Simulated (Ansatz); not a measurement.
Geometry optimisation, DFT PBEsol, scalar-relativistic, plane waves, PAW (Ansatz).

The input (input.yaml):

```yaml
crystal:
  lattice:
    - [7.077888, 0.0, 0.0]
    - [3.538944, 6.12963, 0.0]
    - [0.0, 0.0, 17.779071]
  atoms:
    - { symbol: Sr, position: [0.0, 0.0, 0.05624591] }
    - { symbol: Pb, position: [-3.0e-08, 0.50000003, 0.05624591] }
    - { symbol: Pb, position: [0.49999997, 0.0, 0.05624591] }
    - { symbol: Pb, position: [0.49999993, 0.50000003, 0.05624591] }
    - { symbol: Sr, position: [0.66666658, 0.66666671, 0.21877046] }
    - { symbol: Pb, position: [0.66666661, 0.16666668, 0.21877046] }
    - { symbol: Pb, position: [0.16666661, 0.66666671, 0.21877046] }
    - { symbol: Pb, position: [0.16666664, 0.16666668, 0.21877046] }
    - { symbol: Sr, position: [0.33333329, 0.33333336, 0.381295] }
    - { symbol: Pb, position: [0.33333326, 0.83333339, 0.381295] }
    - { symbol: Pb, position: [0.83333325, 0.33333336, 0.381295] }
    - { symbol: Pb, position: [0.83333322, 0.83333339, 0.381295] }
    - { symbol: Ca, position: [0.9999999, 0.50000003, 0.56128191] }
basis:
  ecutwfc: 420.0
kpoints:
  mp_grid: { grid: [3, 3, 1] }
hamiltonian:
  xc: pbesol
scf:
  occupations: { method: fermi_dirac, width: 0.1 }
  lower_state_search: "off"
relax:
  f_tol: 0.03
  max_steps: 60
  adjacent_minimum: "off"
  constraints: [{ sites: [0, 1, 2, 3] }]
```

Launched with:

```bash
$ ansatz run input.yaml --threads 4 --pin off --max-ram 10240MiB --backend cpu --events-out ev --progress --plain --runs-dir out
```

Q: Where does it end, and by what steps?

A: It converged. The force dipped under the threshold on the way, but the program's further checks kept it going. Limits of this set-up: coarse k mesh, thin slab, slab without dipole correction. After 15 steps the energy has fallen by 1.114 eV; Ca13 moved furthest, 2.36 Å. Joined: Pb10–Ca13 (5.19 → 3.13 Å).

| step | energy less start (eV) | largest force component (eV/Å) | accepted |
| --- | --- | --- | --- |
| 0 | 0.0000 | 0.606 | yes |
| 1 | -0.1444 | 0.640 | yes |
| 2 | -0.3254 | 0.582 | yes |
| 3 | -0.4762 | 0.342 | yes |
| 4 | -0.5745 | 0.248 | yes |
| 5 | -0.6631 | 0.266 | yes |
| 6 | -0.7440 | 0.290 | yes |
| 7 | -0.8295 | 0.309 | yes |
| 8 | -0.9185 | 0.308 | yes |
| 9 | -1.0008 | 0.266 | yes |
| 10 | -1.0555 | 0.122 | yes |
| 11 | -1.0885 | 0.089 | yes |
| 12 | -1.1028 | 0.140 | yes |
| 13 | -1.1131 | 0.026 | yes |
| 14 | -1.1131 | 0.026 | yes |
| 15 | -1.1143 | 0.013 | yes |

```xyz
13
Lattice="7.0779 0.0000 0.0000 3.5389 6.1296 0.0000 0.0000 0.0000 17.7791" Properties=species:S:1:pos:R:3
Sr 0.000 0.000 1.000
Pb 1.769 3.065 1.000
Pb 3.539 0.000 1.000
Pb 5.308 3.065 1.000
Sr 7.086 4.082 3.966
Pb 5.254 1.053 3.759
Pb 3.544 4.016 3.756
Pb 1.833 1.052 3.756
Sr 3.543 2.041 6.718
Pb 5.115 5.219 6.651
Pb 7.080 1.817 6.660
Pb 9.045 5.219 6.660
Ca 7.077 4.087 8.807
```

Time of the run: 86 s on 4 threads of Intel(R) Xeon(R) Platinum 8488C (Sapphire Rapids), with other jobs on the host, peak memory 1.7 GiB.
